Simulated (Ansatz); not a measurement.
**C₃H₇NSi: how energies converge with the basis set**

The task here is to estimate one member of a computed series from the others.

Program: Ansatz 0.2.0, Gaussian basis. Level of theory: one geometry, several basis sets. These are calculated values, not measurements.

Levels to be run: PBE0-D4/def2-SVP; ωB97M-V/def2-SVP; PBE0-D4/def2-QZVPP; ωB97M-V/def2-QZVPP; the functionals' def2-TZVPP values are taken from earlier runs.

**The geometry**

An earlier PBE0-D4 in a triple-zeta def2 set relaxation fixed the geometry.

12 atoms, charge 0, spin multiplicity 1.

Atoms are counted from 1 here; the program's logs count them from 0.

Bond lengths: C1–C2 1.510 Å, C1–H6 1.094 Å, C1–H7 1.091 Å, C1–H8 1.094 Å, C2–Si3 1.855 Å, C2–C4 1.307 Å, Si3–H9 1.490 Å, Si3–H10 1.484 Å, Si3–H11 1.489 Å, C4–N5 1.219 Å, N5–H12 1.017 Å. Angles: C2–C1–H6 111.0°, C2–C1–H7 111.6°, C2–C1–H8 110.7°, H6–C1–H7 108.1°, H6–C1–H8 107.4°, H7–C1–H8 107.9°, C1–C2–Si3 121.0°, C1–C2–C4 122.2°, Si3–C2–C4 116.7°, C2–Si3–H9 110.3°, C2–Si3–H10 109.7°, C2–Si3–H11 110.2°, H9–Si3–H10 109.5°, H9–Si3–H11 107.4°, H10–Si3–H11 109.8°, C2–C4–N5 174.0°, C4–N5–H12 116.7°.

Set-up of the first run:

The input, in.yaml:

```yaml
crystal:
  periodic: [false, false, false]
  atoms:
    - {symbol: C, position_ang: [-1.528336, 0.030199, 0.485782]}
    - {symbol: C, position_ang: [-0.133111, 0.086858, -0.088142]}
    - {symbol: Si, position_ang: [1.162838, -1.137375, 0.424863]}
    - {symbol: C, position_ang: [0.224788, 0.990967, -0.961678]}
    - {symbol: N, position_ang: [0.543876, 1.744175, -1.865812]}
    - {symbol: H, position_ang: [-1.510838, 0.155952, 1.572076]}
    - {symbol: H, position_ang: [-2.168181, 0.807316, 0.065465]}
    - {symbol: H, position_ang: [-1.992705, -0.937731, 0.276739]}
    - {symbol: H, position_ang: [1.384770, -1.067376, 1.896083]}
    - {symbol: H, position_ang: [2.434113, -0.845699, -0.283613]}
    - {symbol: H, position_ang: [0.715822, -2.521863, 0.107938]}
    - {symbol: H, position_ang: [0.943762, 2.639478, -1.595701]}
basis:
  gaussian: {orbitals: def2-SVP}
hamiltonian: {xc: pbe0, dispersion: d4}
output: {orbitals: {seedname: orbitals}}
```

Steps of the session up to this table: PBE0-D4 in def2-SVP; ωB97M-V in def2-SVP; PBE0-D4 in def2-QZVPP; ωB97M-V in def2-QZVPP.

One table of the session follows, with a row left open; its other results are not shown here.

It belongs to the step «Density functionals: the series». 

| functional | basis | HOMO (eV) | LUMO (eV) |
| --- | --- | --- | --- |
| PBE0-D4 | def2-SVP | -6.58 | -0.02 |
| PBE0-D4 | def2-TZVPP | -6.71 | -0.23 |
| PBE0-D4 | def2-QZVPP | -6.73 | -0.31 |
| ωB97M-V | def2-SVP | -8.69 | 2.17 |
| ωB97M-V | def2-TZVPP | ? | ? |
| ωB97M-V | def2-QZVPP | -8.87 | 1.36 |

Q: Estimate the row for ωB97M-V, def2-TZVPP from the others.

**Answer.** HOMO (eV): -8.85; LUMO (eV): 1.74. In the column «HOMO (eV)» it lies between ωB97M-V, def2-QZVPP (-8.87) and ωB97M-V, def2-SVP (-8.69).
